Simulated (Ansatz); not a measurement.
# AlV2C (P6_3/mmc) in Ansatz: a series of runs, part 2 of 2

Ansatz 0.2.0. Earlier steps stand in the parts before.

### Step 5. Relaxation of cell and atoms, RPBE, collinear spin, ferromagnetic start

input.yaml

```yaml
crystal:
  lattice:
    - [2.8875990726, 0.0, 0.0]
    - [-1.4437995363, 2.5007341528, 0.0]
    - [0.0, 0.0, 13.10482311]
  atoms:
    - { symbol: V, position: [0.3333333333, 0.6666666667, 0.91361578], spin: 2.0 }
    - { symbol: V, position: [0.6666666667, 0.3333333333, 0.08638422], spin: 2.0 }
    - { symbol: V, position: [0.6666666667, 0.3333333333, 0.41361578], spin: 2.0 }
    - { symbol: V, position: [0.3333333333, 0.6666666667, 0.58638422], spin: 2.0 }
    - { symbol: Al, position: [0.6666666667, 0.3333333333, 0.75] }
    - { symbol: Al, position: [0.3333333333, 0.6666666667, 0.25] }
    - { symbol: C, position: [0.0, 0.0, 0.5] }
    - { symbol: C, position: [0.0, 0.0, 0.0] }
hamiltonian:
  xc: rpbe
  pseudopotentials: { kind: paw }
magnetization:
  spin_polarized: true
kpoints:
  mp_grid: { grid: [11, 11, 2] }
scf:
  occupations: { method: fermi_dirac, width: 0.05 }
output:
  forces: true
  stress: true
  eigenvalues: true
relax:
  f_tol: 0.01
  max_steps: 40
  cell: { stress_tol: 0.05 }
```

Potentials or basis: Ansatz PAW.

The run is started by

```console
$ ansatz run input.yaml --threads 4 --pin off --max-ram 11264MiB --backend cpu --events-out ev --progress --plain --runs-dir out
```

What it wrote:

```text
Warning: RAYON_NUM_THREADS=4 ignored (pool sized by the plan → 4); use --threads N
Engine: ansatz 0.2.0, aarch64-unknown-linux-gnu
Pseudopotentials: kind: paw
Pseudopotential: V, paw, valence charge 13, recommended cutoff 420 eV (normal), V.paw.azcp
Pseudopotential: Al, paw, valence charge 3, recommended cutoff 420 eV (normal), Al.paw.azcp
Pseudopotential: C, paw, valence charge 4, recommended cutoff 420 eV (normal), C.paw.azcp
Functional definition: RPBE
  parameter kappa = 0.804
  parameter beta = 0.06672455060314922
  exchange = rpbe_x(kappa = kappa, mu = beta*pi^2/3)
  correlation = pbe_c(beta = beta)
Crystal: 8 atoms, lattice volume = 94.631 Å³
Basis set: ecut = 420 eV, 1855 PW (Γ), exchange–correlation on 40×40×180 points (8 copies of the dense FFT grid, shifted against one another)
Bands: 45, of which v1, the nominal top of the filled ones, is band 33 counted from 1 (32 counted from 0)
Symmetry: 24 space group operations
Space group: P63/mmc (ITA 194), of the structure as read, at distance tolerance 4.6e-5 Å
Magnetic group: BNS 194.263 (UNI 1493), of the structure as read, at distance tolerance 4.6e-5 Å
k-points: 32 of 242
Non-local potential: V, projectors of the file, l = 0: 3, l = 1: 2, l = 2: 3, l = 3: 1
Non-local potential: Al, projectors of the file, l = 0: 2, l = 1: 2, l = 2: 1
Non-local potential: C, projectors of the file, l = 0: 2, l = 1: 2, l = 2: 1
PAW form: soft (Blöchl's): semilocal exchange-correlation on the pseudo side does not see the compensation charge
PAW frozen core: V, regenerated for the run's functional, and the local potential with it (the file was generated under x = pbe(κ = 0.804, μ = 0.2195149727645171), c = pbe(β = 0.06672455060314922))
[... 146 lines left out ...]
  E_smearing   = -0.034075  (= −TS)
  E_closure    = 0.000000  (closes the sum)
  Σ components = -13256.765448   (vs F -13256.765448, Δ=0.00e0)
--- Forces (eV/Å), atoms counted from 1 ---
  atom   1  V     -0.00000000     0.00000000     0.00005983
  atom   2  V      0.00000000    -0.00000000    -0.00005983
  atom   3  V     -0.00000000    -0.00000000     0.00005983
  atom   4  V      0.00000000     0.00000000    -0.00005983
  atom   5  Al     0.00000000    -0.00000000     0.00000000
  atom   6  Al     0.00000000     0.00000000     0.00000000
  atom   7  C     -0.00000000    -0.00000000     0.00000000
  atom   8  C      0.00000000    -0.00000000     0.00000000
  max |Σ_I F_I| component: 2.31e-17 eV/Å
--- Stress (GPa, compression-positive) ---
       -0.002631       0.000000       0.000000
       -0.000000      -0.002631       0.000000
        0.000000       0.000000       0.000893
  P = ⅓ Tr σ = -0.0015 GPa (-0.015 kbar)
--- Band table (eV; the first three rows and the last of 64) ---
  k-point 0 ↑: bands = ["-51.0329", "-51.0328", "-50.9776", "-50.9776", "-24.9867", "-24.9849", "-24.6699", "-24.6681", "-24.6365", "-24.6365", "-24.6365", "-24.6365", "-24.5983", "-24.5983", "-24.5983", "-24.5983", "0.9313", "1.0096", "4.6173", "5.1909", "7.0328", "8.0622", "10.2979", "10.2979", "10.3005", "10.3005", "10.5338", "11.4174", "12.6538", "12.9444", "13.2529", "13.2529", "13.2678", "13.2678", "14.0689", "14.0689", "14.1032", "14.1032", "14.8508", "14.8508", "14.8973", "14.8973", "16.6583", "17.0697", "18.3638"]
  k-point 1 ↑: bands = ["-51.0329", "-51.0329", "-50.9776", "-50.9776", "-24.9858", "-24.9858", "-24.6690", "-24.6690", "-24.6365", "-24.6365", "-24.6365", "-24.6365", "-24.5983", "-24.5983", "-24.5983", "-24.5983", "0.9695", "0.9695", "4.8663", "4.8663", "7.5496", "7.5496", "10.2992", "10.2992", "10.2992", "10.2992", "10.9859", "10.9859", "12.8254", "12.8254", "13.2603", "13.2603", "13.2603", "13.2603", "14.0856", "14.0856", "14.0856", "14.0856", "14.8745", "14.8745", "14.8745", "14.8745", "16.8235", "16.8235", "18.9046"]
  k-point 2 ↑: bands = ["-51.0284", "-51.0284", "-50.9751", "-50.9751", "-24.9796", "-24.9779", "-24.6884", "-24.6872", "-24.6468", "-24.6461", "-24.6457", "-24.6456", "-24.6205", "-24.6204", "-24.6013", "-24.6012", "1.0617", "1.1325", "4.8058", "5.3304", "7.2329", "8.2163", "9.7997", "10.0744", "10.3181", "10.3208", "10.8859", "11.4008", "12.6546", "12.9894", "13.0471", "13.0917", "13.3632", "13.3818", "13.8129", "14.0204", "14.0204", "14.0586", "14.8969", "14.9099", "14.9594", "14.9963", "16.7480", "17.3114", "18.5662"]
  k-point 31 ↓: bands = ["-50.9590", "-50.9590", "-50.9533", "-50.9533", "-24.9376", "-24.9376", "-24.9092", "-24.9092", "-24.8710", "-24.8710", "-24.7861", "-24.7861", "-24.7034", "-24.7034", "-24.6894", "-24.6894", "2.8968", "2.8968", "8.2424", "8.2424", "8.7881", "8.7881", "9.7054", "9.7054", "10.5503", "10.5503", "11.0367", "11.0367", "11.7289", "11.7289", "12.0476", "12.0476", "12.8818", "12.8818", "14.4585", "14.4585", "14.8919", "14.8919", "15.5170", "15.5170", "15.5805", "15.5805", "15.8986", "15.8986", "17.2046"]
--- Relaxed structure (5 steps of the walk, 5 accepted, 2 SCFs on fresh bases) ---
  F+E_penalty+E_count = -13256.76544792 eV   max|allowed force component| = 5.983e-5 eV/Å   (the final SCF, on the basis selected at the relaxed cell)
  cell:  # Å, volume = 97.8158 Å³
    - [2.922177155498891, 0.0, 0.0]
    - [-1.4610885777494456, 2.5306796510205896, 0.0]
    - [0.0, 0.0, 13.227117816198206]
  atoms:
    - { symbol: V, position: [0.33333333333333326, 0.6666666666666665, 0.9149326508770839] }
    - { symbol: V, position: [0.6666666666666665, 0.33333333333333326, 0.0850673491229158] }
    - { symbol: V, position: [0.6666666666666665, 0.33333333333333326, 0.41493265087708425] }
    - { symbol: V, position: [0.33333333333333326, 0.6666666666666665, 0.5850673491229157] }
    - { symbol: Al, position: [0.6666666666666665, 0.33333333333333326, 0.75] }
    - { symbol: Al, position: [0.33333333333333326, 0.6666666666666665, 0.24999999999999997] }
    - { symbol: C, position: [-4.214120815659451e-33, -2.968270331997342e-35, 0.49999999999999994] }
    - { symbol: C, position: [-4.195197324338762e-33, -1.684693972214708e-35, 6.618645140860688e-20] }
```

Run time: 31 s. Hardware: 4 threads of Arm Neoverse V2, shared host; peak memory 0.6 GiB.

What came out:

```yaml
Free_energy: -13256.7654 eV
Relaxed_volume: 12.23 Å³/atom
Relaxed_cell: a = 2.922 Å, b = 2.922 Å, c = 13.227 Å, α = 90.00°, β = 90.00°, γ = 120.00°
Space_group_after_relaxing_to_0.05_Å: P6_3/mmc (No. 194)
Energy_gained_by_relaxing: 7.2 meV/atom
Ionic_steps: 7
Pressure_after_relaxing: 0.0 GPa
Band_gap_on_the_k_mesh: none (metal or under the smearing width)
Net_moment: 0.00 μB per cell
Absolute_moment: 0.00 μB per cell
```

Step by step:
```csv
step,energy change (eV),largest force (eV/Å),volume (Å³)
1,0.0000,0.0917,94.63
2,-0.0499,0.1648,98.06
3,-0.0530,0.0425,97.77
4,-0.0531,0.0016,97.78
5,-0.0576,0.0011,97.78
6,-0.0576,0.0001,97.82
7,-0.0576,0.0001,97.82
```

Final structure:
```
CELL_PARAMETERS angstrom
2.92218 0.00000 0.00000
-1.46109 2.53068 0.00000
0.00000 0.00000 13.22712
ATOMIC_POSITIONS crystal
V 0.33333 0.66667 0.91493
V 0.66667 0.33333 0.08507
V 0.66667 0.33333 0.41493
V 0.33333 0.66667 0.58507
Al 0.66667 0.33333 0.75000
Al 0.33333 0.66667 0.25000
C 0.00000 0.00000 0.50000
C 0.00000 0.00000 0.00000
```

Caveat: the plane-wave basis is chosen anew once the cell has moved, so the energies of steps on either side of that aren't comparable; the PAW data sets come from PBE, with cores solved anew for the run's functional, which leaves a small shift of forces and pressure; the starting moments weren't kept.

### Step 6. The runs side by side

```csv
level,gap on the mesh (eV),pressure (GPa),moment (μB),relaxed volume (Å³/atom)
LDA,none,0.0,0.00,11.39
PBE,none,0.0,0.00,11.99
PBEsol,none,0.0,0.00,11.67
RPBE,none,0.0,0.00,12.23
```

Alike in all rows: task relaxation of cell and atoms; potentials or basis Ansatz PAW; spin collinear, ferromagnetic start; cell relaxed; k mesh 11 × 11 × 2; cutoff (eV) 420; smearing fermi-dirac 0.05 eV.

Caveats: the plane-wave basis is chosen anew once the cell has moved, so the energies of steps on either side of that aren't comparable; the starting moments weren't kept; the PAW data sets come from PBE, with cores solved anew for the run's functional, which leaves a small shift of forces and pressure (some runs).

Absolute energies hang on the potentials; compare differences alone.
